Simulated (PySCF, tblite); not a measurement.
# C₇H₁₁NOSi: geometry, infrared bands and NMR shifts

What infrared bands and NMR shifts should C₇H₁₁NOSi (`CCC/C=C\[Si@@H](C#N)C=O`) show?

The runs use tblite 0.8.0 and PySCF 2.14.0, with density-fitted response routines of our own; the level of theory stands in each step. All values are computed, except where a source is named. Atoms are numbered from 0 throughout.

## (1) The starting structure

21 atoms, charge 0, multiplicity 1; geometry from: force field or distance geometry start.

Bonds of the start (Å): C0–C1 1.53, C1–C2 1.54, C2–C3 1.49, C3–C4 1.35, C4–Si5 1.85, Si5–C6 1.89, C6–N7 1.17, Si5–C8 1.90, C8–O9 1.22, C0–H10 1.11, C0–H11 1.09, C0–H12 1.09, C1–H13 1.10, C1–H14 1.09, C2–H15 1.09, C2–H16 1.10, C3–H17 1.10, C4–H18 1.08, Si5–H19 1.49, C8–H20 1.10.

## (2) Relaxing the molecule with GFN2-xTB

What the job is given:

```
{"job": {"kind": "relax", "xc": "GFN2-xTB", "basis": "xTB"}, "charge": 0, "multiplicity": 1}
C     -2.344600     0.794400     0.689200
C     -2.412900    -0.006100    -0.608300
C     -1.014700    -0.376200    -1.141400
C     -0.288400    -1.343200    -0.275600
C      0.912600    -1.214100     0.326000
Si     2.103800     0.206100     0.274700
C      1.441900     1.714100     1.201200
N      1.063000     2.652800     1.778300
C      3.801600    -0.239900     0.990100
O      4.069200    -1.411100     1.202000
H     -3.368900     1.061000     1.008400
H     -1.795700     1.722400     0.547000
H     -1.889700     0.232700     1.510800
H     -2.994200    -0.920500    -0.434400
H     -2.943600     0.585400    -1.354300
H     -0.451900     0.544800    -1.300900
H     -1.149900    -0.838100    -2.125200
H     -0.811600    -2.301800    -0.109000
H      1.298300    -2.033400     0.920600
H      2.288200     0.581200    -1.151100
H      4.478700     0.606800     1.196500
```

Launch:

```console
> OMP_NUM_THREADS=1 python probes_run.py task.json out
```

The driver reads the jobs from task.json and runs them one after another.

**Question.** This job is followed by: GFN2-xTB harmonic vibrations, gas phase; GIAO PBE0/pcSseg-1 NMR shielding, non-relativistic, gas phase. Predict these results of the whole session: strongest single infrared mode (GFN2-xTB); zero-point energy (GFN2-xTB); 13C shifts against TMS (PBE0/pcSseg-1); 1H shifts against TMS (PBE0/pcSseg-1, means over atoms taken as alike); 29Si shifts against TMS (PBE0/pcSseg-1); 15N shifts against NH3 (PBE0/pcSseg-1); 17O shifts against H2O (PBE0/pcSseg-1).

**Answer**, as computed:

```
                                                              quantity                                                      value
                             strongest single infrared mode (GFN2-xTB)                                      2216 cm⁻¹, 248 km/mol
                                          zero-point energy (GFN2-xTB)                                             100.6 kcal/mol
                                13C shifts against TMS (PBE0/pcSseg-1)           238.7, 172.2, 125.8, 116.4, 43.2, 25.9, 14.5 ppm
1H shifts against TMS (PBE0/pcSseg-1, means over atoms taken as alike)  12.15, 7.07, 5.97, 4.95, 2.68, 2.19, 1.79, 1.47, 1.19 ppm
                               29Si shifts against TMS (PBE0/pcSseg-1)                                                  -84.7 ppm
                                15N shifts against NH3 (PBE0/pcSseg-1)                                                  369.4 ppm
                                17O shifts against H2O (PBE0/pcSseg-1)                                                  942.8 ppm
```

In words: Relaxing lowered the energy by 0.225 eV in 150 steps; the close pair that moved most is Si5–C8, from 1.896 to 1.924 Å. No mode is imaginary among the 57: a minimum at this level. The strongest single mode, at 2216 cm⁻¹, moves mainly H19. GFN2-xTB is a fitted tight-binding method: band positions and strengths are rough. Its intensities can rank the bands wrongly. At PBE0/pcSseg-1: Shielding is most anisotropic at O9 (span 2085 ppm, paramagnetic term -1005 ppm).
